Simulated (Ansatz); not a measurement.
Here is an Ansatz 0.2.0 calculation.

The input input.yaml:

```yaml
crystal:
  lattice:
    - [0.0, 3.0393308489, 3.0393308489]
    - [3.0393308489, 0.0, 3.0393308489]
    - [3.0393308489, 3.0393308489, 0.0]
  atoms:
    - { symbol: Lu, position: [0.0, 0.0, 0.0] }
    - { symbol: Sb, position: [0.5, 0.5, 0.5] }
kpoints:
  mp_grid: { grid: [8, 8, 8] }
scf:
  occupations: { method: fermi_dirac, width: 0.05 }
hamiltonian:
  xc: pbe
  pseudopotentials: { kind: all_electron, lapw: { basis_error: 0.001 } }
output:
  forces: true
  stress: true
relax:
  f_tol: 0.01
  max_steps: 60
  cell: {}
```

Potentials or basis: all-electron LAPW, scalar-relativistic.

Launch:

```sh
$ ansatz run input.yaml --threads 1 --pin off --max-ram 3072MiB --backend cpu --events-out ev --progress --plain --runs-dir out
```

(1) What does it give for the relaxed volume?

(2) What does it give for the relaxed cell?

(3) Estimate the space group after relaxing (to 0.05 Å).

Results:

(1) 28.30 Å³/atom.

(2) a = 4.310 Å, b = 4.310 Å, c = 4.310 Å, α = 60.00°, β = 60.00°, γ = 60.00°.

(3) Fm-3m (No. 225).
